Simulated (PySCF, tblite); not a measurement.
**FGeH9OSi3, a small molecule taken as a stand-in for a surface group: NMR shifts, core binding energies and electronic excitations**

Aim: the NMR shifts, core binding energies and electronic excitations of `[F][Ge]([SiH3])([SiH3])[O][SiH3]`.

Programs: tblite 0.8.0 and PySCF 2.14.0. All values are calculated, for the isolated system unless a continuum is named. Atoms count from 0, parts from 1.

## (1) The system as given

15 atoms, charge 0, multiplicity 1; geometry: distance geometry start.

## (2) Relaxing the cluster with GFN2-xTB

Job settings and geometry (Å):

```
{"job": {"kind": "relax", "xc": "GFN2-xTB", "basis": "xTB"}, "charge": 0, "multiplicity": 1}
Ge    -0.174195     0.066785     0.953760
Si    -1.443503     1.878190     0.367239
Si    -0.846557    -1.753135    -0.320370
O      1.578486     0.366156     0.906870
Si     2.303305    -0.032234    -0.593548
F     -0.557762    -0.329849     2.639643
H     -1.825449     1.748573    -1.028144
H     -2.714721     1.787553     1.156420
H     -0.774007     3.148063     0.695189
H      0.201663    -2.722612    -0.578788
H     -1.925587    -2.452155     0.415480
H     -1.466569    -1.254394    -1.574153
H      3.684217    -0.346695    -0.298317
H      2.292330     1.113954    -1.558319
H      1.726581    -1.223614    -1.218140
```

Level: GFN2-xTB geometry optimisation, gas phase.

On the command line:

```sh
$ OMP_NUM_THREADS=1 python cluster_run.py task.json out
```

One launch serves the whole session: the jobs run in the order shown.

The log of the run:

```text
step      E/eV     max force
  0    -561.56444    2.337
  1    -561.71168    1.484
  2    -561.81177    1.547
  3    -561.85338    0.785
  4    -561.94133    0.562
  5    -561.98055    0.784
  6    -562.02114    0.704
  7    -562.04821    0.420
  8    -562.07219    0.374
  9    -562.09507    0.512
 10    -562.12532    0.583
 11    -562.16001    0.527
 12    -562.19041    0.361
 13    -562.20606    0.247
 14    -562.21374    0.222
 15    -562.22177    0.231
 16    -562.23167    0.303
 17    -562.24061    0.270
 18    -562.24721    0.213
 19    -562.25288    0.229
 20    -562.25887    0.223
 21    -562.26629    0.260
 22    -562.27589    0.297
 23    -562.28737    0.376
 24    -562.30007    0.420
 25    -562.31454    0.387
 26    -562.32990    0.314
 27    -562.34175    0.262
 28    -562.35114    0.270
 29    -562.36084    0.293
 30    -562.36326    0.469
 31    -562.37206    0.256
 32    -562.37605    0.208
 33    -562.38510    0.188
 34    -562.38898    0.195
 35    -562.39537    0.163
 36    -562.39859    0.134
 37    -562.40173    0.150
 38    -562.40572    0.207
 39    -562.41306    0.276
 40    -562.42281    0.332
 41    -562.43117    0.218
 42    -562.43379    0.260
 43    -562.43829    0.238
 44    -562.43950    0.085
 45    -562.44077    0.080
 46    -562.44197    0.120
 47    -562.44344    0.119
 48    -562.44492    0.091
 49    -562.44618    0.075
 50    -562.44699    0.058
 51    -562.44738    0.038
 52    -562.44762    0.039
 53    -562.44795    0.051
 54    -562.44843    0.060
 55    -562.44900    0.055
 56    -562.44942    0.052
 57    -562.44963    0.035
 58    -562.44974    0.025
 59    -562.44990    0.034
 60    -562.45011    0.039
 61    -562.45033    0.041
 62    -562.45052    0.034
 63    -562.45068    0.036
 64    -562.45088    0.046
 65    -562.45115    0.055
 66    -562.45146    0.057
 67    -562.45175    0.041
 68    -562.45204    0.049
 69    -562.45245    0.079
 70    -562.45315    0.102
 71    -562.45427    0.125
 72    -562.45566    0.120
 73    -562.45698    0.095
 74    -562.45764    0.085
 75    -562.45796    0.046
 76    -562.45814    0.030
 77    -562.45826    0.029
 78    -562.45835    0.031
 79    -562.45849    0.032
 80    -562.45869    0.045
 81    -562.45893    0.045
 82    -562.45914    0.032
 83    -562.45928    0.025
 84    -562.45939    0.025
 85    -562.45949    0.024
 86    -562.45962    0.030
 87    -562.45978    0.032
 88    -562.46000    0.046
 89    -562.46027    0.056
 90    -562.46057    0.050
 91    -562.46081    0.026
 92    -562.46097    0.026
 93    -562.46106    0.027
 94    -562.46115    0.026
 95    -562.46126    0.023
 96    -562.46141    0.035
 97    -562.46160    0.049
 98    -562.46181    0.054
 99    -562.46203    0.046
100    -562.46223    0.035
101    -562.46238    0.029
102    -562.46248    0.028
103    -562.46255    0.023
104    -562.46262    0.021
105    -562.46272    0.038
106    -562.46285    0.049
107    -562.46301    0.041
108    -562.46317    0.037
109    -562.46328    0.025
110    -562.46335    0.024
111    -562.46344    0.024
112    -562.46354    0.025
113    -562.46364    0.030
114    -562.46372    0.024
115    -562.46380    0.030
116    -562.46388    0.036
117    -562.46400    0.042
118    -562.46412    0.033
119    -562.46422    0.027
120    -562.46427    0.022
121    -562.46431    0.025
122    -562.46435    0.028
123    -562.46440    0.021
124    -562.46445    0.020
125    -562.46450    0.020
126    -562.46455    0.025
127    -562.46459    0.022
128    -562.46463    0.014
129    -562.46466    0.014
130    -562.46470    0.017
131    -562.46475    0.028
132    -562.46481    0.029
133    -562.46486    0.019
134    -562.46489    0.013
135    -562.46491    0.013
136    -562.46494    0.014
137    -562.46497    0.016
138    -562.46499    0.019
139    -562.46502    0.016
140    -562.46504    0.010
141    -562.46505    0.012
142    -562.46506    0.010
143    -562.46507    0.012
144    -562.46509    0.014
145    -562.46511    0.013
146    -562.46513    0.016
147    -562.46515    0.014
148    -562.46517    0.010
149    -562.46519    0.013
150    -562.46521    0.014
151    -562.46524    0.016
152    -562.46528    0.014
153    -562.46529    0.009
154    -562.46530    0.009
155    -562.46531    0.007
```

It took 8.3 s on 1 thread of Intel Xeon Platinum 8259CL at 2.50GHz, shared host.

Step by step:

```
step  energy from step 0 (eV)  largest force (eV/Å)
   0                   0.0000                2.3376
   6                  -0.4567                0.7039
  12                  -0.6260                0.3607
  18                  -0.6828                0.2133
  24                  -0.7356                0.4205
  30                  -0.7988                0.4694
  36                  -0.8342                0.1337
  42                  -0.8694                0.2602
  48                  -0.8805                0.0907
  54                  -0.8840                0.0597
  60                  -0.8857                0.0395
  66                  -0.8870                0.0562
  72                  -0.8912                0.1200
  78                  -0.8939                0.0310
  84                  -0.8949                0.0252
  90                  -0.8961                0.0503
  96                  -0.8970                0.0354
 102                  -0.8980                0.0277
 108                  -0.8987                0.0368
 114                  -0.8993                0.0245
 120                  -0.8998                0.0226
 126                  -0.9001                0.0245
 132                  -0.9004                0.0289
 138                  -0.9005                0.0189
 144                  -0.9007                0.0137
 150                  -0.9008                0.0135
 155                  -0.9009                0.0079
```

Distances of close pairs at the start and the end, largest changes first:

```
   bond  before (Å)  after (Å)  change (Å)
Ge0–Si1       2.288      2.399      +0.111
 O3–Si4       1.713      1.611      -0.103
Ge0–Si2       2.321      2.406      +0.085
 Ge0–F5       1.774      1.841      +0.067
Si4–H13       1.498      1.463      -0.036
 Si1–H7       1.499      1.468      -0.031
 Ge0–O3       1.779      1.799      +0.020
Si2–H11       1.485      1.468      -0.017
```

## (3) Geometry optimisation at PBE0-D3(BJ)/def2-SVP

Job settings and geometry (Å):

```
{"job": {"xc": "PBE0", "basis": "def2-SVP", "d3": "d3bj", "grid": 2, "kind": "geom", "shake": 0.01}, "charge": 0, "multiplicity": 1}
Ge    -0.649403    -0.013351     0.434864
Si    -1.540011     2.239517     0.592718
Si    -1.003579    -2.283658    -0.234076
O      0.913740     0.477832    -0.358538
Si     2.386735     0.057543    -0.750349
F     -0.093470    -0.262118     2.152902
H     -1.854151     2.709286    -0.756615
H     -2.750409     2.251483     1.389498
H     -0.553089     3.144477     1.224035
H      0.222792    -3.076875     0.011029
H     -2.105939    -2.843939     0.556262
H     -1.335306    -2.311740    -1.641659
H      3.157357    -0.135763     0.458053
H      2.842032     1.203127    -1.525506
H      2.351777    -1.181194    -1.537948
```

The log of the run:

```text
step   0  E = -3124.55581460  max force = 0.072662
step   1  E = -3124.57108100  max force = 0.011059
step   2  E = -3124.57364913  max force = 0.011590
step   3  E = -3124.57474552  max force = 0.004623
step   4  E = -3124.57542958  max force = 0.002561
step   5  E = -3124.57581088  max force = 0.003199
step   6  E = -3124.57600931  max force = 0.002239
step   7  E = -3124.57606883  max force = 0.000667
step   8  E = -3124.57609111  max force = 0.000445
step   9  E = -3124.57611613  max force = 0.000834
step  10  E = -3124.57615032  max force = 0.001127
step  11  E = -3124.57619412  max force = 0.001111
step  12  E = -3124.57623510  max force = 0.000913
step  13  E = -3124.57628091  max force = 0.000753
step  14  E = -3124.57629657  max force = 0.000676
step  15  E = -3124.57630558  max force = 0.000487
step  16  E = -3124.57630780  max force = 0.000161
optimisation converged
```

Wall time 6 min (1 thread of Intel Xeon Platinum 8259CL at 2.50GHz, shared host); peak memory 0.84 GiB.

Along the way:

```
step  energy from step 0 (eV)  largest force component (eV/Å)
   0                   0.0000                          3.7364
   1                  -0.4154                          0.5687
   2                  -0.4853                          0.5960
   3                  -0.5151                          0.2377
   4                  -0.5338                          0.1317
   5                  -0.5441                          0.1645
   6                  -0.5495                          0.1151
   7                  -0.5511                          0.0343
   8                  -0.5518                          0.0229
   9                  -0.5524                          0.0429
  10                  -0.5534                          0.0580
  11                  -0.5546                          0.0571
  12                  -0.5557                          0.0469
  13                  -0.5569                          0.0387
  14                  -0.5573                          0.0348
  15                  -0.5576                          0.0250
  16                  -0.5576                          0.0083
```

Close pairs (by a distance rule), those that changed most:

```
   bond  before (Å)  after (Å)  change (Å)
 O3–Si4       1.581      1.664      +0.083
 Ge0–F5       1.823      1.756      -0.066
Si2–H11       1.446      1.494      +0.047
Si4–H12       1.446      1.492      +0.046
 Ge0–O3       1.820      1.775      -0.046
 Si1–H7       1.449      1.493      +0.044
Ge0–Si1       2.428      2.388      -0.040
Si4–H13       1.456      1.491      +0.035
```

The final coordinates are the input of the step that follows.

```
                         at the end point                value
  point group (found at 0.08 Å tolerance)                   C1
rotational constants (GHz, main isotopes)  1.382, 0.967, 0.722
                        dipole moment (D)                 1.89
```

## (4) Nuclear shieldings: PBE0/pcSseg-1

Job settings and geometry (Å):

```
{"job": {"kind": "nmr", "xc": "PBE0", "basis": "pcSseg-1"}, "charge": 0, "multiplicity": 1}
Ge    -0.337257     0.087091     0.483278
Si    -1.703125     2.034802     0.690574
Si    -1.185901    -1.995275    -0.336993
O      1.059803     0.575806    -0.496447
Si     2.610592     0.007114    -0.700921
F      0.344042    -0.270455     2.062187
H     -2.197286     2.404861    -0.669009
H     -2.865796     1.726025     1.575140
H     -0.893962     3.146295     1.268074
H     -0.107810    -3.024568    -0.270822
H     -2.350726    -2.416427     0.496708
H     -1.625528    -1.807409    -1.751993
H      3.522654     0.542415     0.351735
H      3.087771     0.453448    -2.041286
H      2.631648    -1.489051    -0.645577
```

Level: GIAO PBE0/pcSseg-1 NMR shielding, non-relativistic, gas phase.

The log of the run:

```text
coarse grid: 59384 points
cycle   1  E = -3124.7726349970  dE = -6.102e-01  |g| = 1.289e+00  |ddm| = 3.571e+00
cycle   2  E = -3124.2918755014  dE =  4.808e-01  |g| = 2.062e+00  |ddm| = 2.046e+00
cycle   3  E = -3124.9636562710  dE = -6.718e-01  |g| = 2.702e-01  |ddm| = 1.558e+00
cycle   4  E = -3124.9750058503  dE = -1.135e-02  |g| = 1.038e-01  |ddm| = 2.421e-01
cycle   5  E = -3124.9762183169  dE = -1.212e-03  |g| = 3.783e-02  |ddm| = 8.189e-02
cycle   6  E = -3124.9764380253  dE = -2.197e-04  |g| = 6.816e-03  |ddm| = 2.442e-02
cycle   7  E = -3124.9764445191  dE = -6.494e-06  |g| = 1.426e-03  |ddm| = 6.431e-03
final grid: 119976 points
cycle   8  E = -3124.9764273986  dE = -1.039e-07  |g| = 1.506e-03  |ddm| = 3.452e-03
cycle   9  E = -3124.9764272507  dE =  1.479e-07  |g| = 1.913e-03  |ddm| = 3.107e-03
cycle  10  E = -3124.9764278158  dE = -5.652e-07  |g| = 2.678e-04  |ddm| = 1.515e-03
cycle  11  E = -3124.9764278285  dE = -1.268e-08  |g| = 6.174e-05  |ddm| = 2.323e-04
cycle  12  E = -3124.9764278290  dE = -4.725e-10  |g| = 6.481e-06  |ddm| = 4.009e-05
converged SCF energy = -3124.9764278290

GIAO shielding tensors (ppm)
atom      isotropic    diamagn.    paramagn.     s11        s22        s33       span
  0 Ge    1195.394    2759.794   -1564.401   1065.159   1200.540   1320.482    255.324
  1 Si     449.725     879.419    -429.694    441.882    446.586    460.707     18.825
  2 Si     455.723     880.401    -424.678    445.589    458.374    463.207     17.618
  3 O      276.137     405.581    -129.444    186.882    260.700    380.831    193.950
  4 Si     385.813     879.441    -493.628    340.252    348.898    468.290    128.038
  5 F      338.975     480.417    -141.442    237.953    329.382    449.589    211.636
  6 H       27.653      27.983      -0.330     24.184     25.826     32.950      8.766
  7 H       27.645      27.688      -0.043     24.097     25.602     33.236      9.139
  8 H       27.408      27.646      -0.238     23.703     25.449     33.071      9.368
  9 H       27.249      28.831      -1.582     23.395     25.742     32.610      9.214
 10 H       27.696      28.300      -0.604     24.160     25.599     33.328      9.168
 11 H       27.717      28.726      -1.009     24.334     25.719     33.099      8.764
 12 H       26.211      28.854      -2.643     22.626     24.413     31.594      8.968
 13 H       26.304      28.799      -2.495     22.956     24.226     31.729      8.773
 14 H       26.146      29.930      -3.784     22.349     25.346     30.743      8.395
```

Wall time 41 s (1 thread of Intel Xeon Platinum 8259CL at 2.50GHz, shared host); peak memory 1.1 GiB.

Shifts follow as δ = σ(reference) − σ, with reference shieldings (ppm) from runs at the same level and on the same kind of geometry: ¹H TMS 31.27, ²⁹Si TMS 352.0, ¹⁹F CFCl3 177.2, ¹⁷O H2O 334.6, ⁷³Ge GeMe4 1330. The references are single molecules in the gas phase, so shifts against H2O, NH3, PH3, H3PO4 or CFCl3 are not on the usual liquid scales and can be off by tens of ppm.

```
atoms                         environment  σ (ppm)  δ (ppm)
  H14   hydrogen on a silicon bonded to O    26.15     5.12
  H12   hydrogen on a silicon bonded to O    26.21     5.06
  H13   hydrogen on a silicon bonded to O    26.30     4.96
   H9  hydrogen on a silicon bonded to Ge    27.25     4.02
   H8  hydrogen on a silicon bonded to Ge    27.41     3.86
   H7  hydrogen on a silicon bonded to Ge    27.64     3.62
   H6  hydrogen on a silicon bonded to Ge    27.65     3.61
  H10  hydrogen on a silicon bonded to Ge    27.70     3.57
  H11  hydrogen on a silicon bonded to Ge    27.72     3.55
  Ge0      germanium bonded to F, O, 2 Si     1195      135
  Si4            silicon bonded to O, 3 H    385.8    -33.8
  Si1           silicon bonded to Ge, 3 H    449.7    -97.7
  Si2           silicon bonded to Ge, 3 H    455.7   -103.7
   O3             oxygen bonded to Ge, Si    276.1     58.4
   F5               fluorine bonded to Ge    339.0   -161.7
```

Charges from the same density, by scheme (e):

```
atoms  Mulliken    IAO  Hirshfeld  ESP fit
  Ge0      0.59   0.90       0.38     0.51
  Si1      0.37   0.29       0.23     0.16
  Si2      0.34   0.26       0.23     0.12
   O3     -0.85  -0.84      -0.33    -0.48
  Si4      0.71   0.84       0.37     0.58
   F5     -0.50  -0.53      -0.26    -0.33
```

Mayer bond orders: Ge0–Si1 0.85, Ge0–Si2 0.85, Ge0–O3 0.74, O3–Si4 0.92, Ge0–F5 0.75.

[end of part 1 of 2]
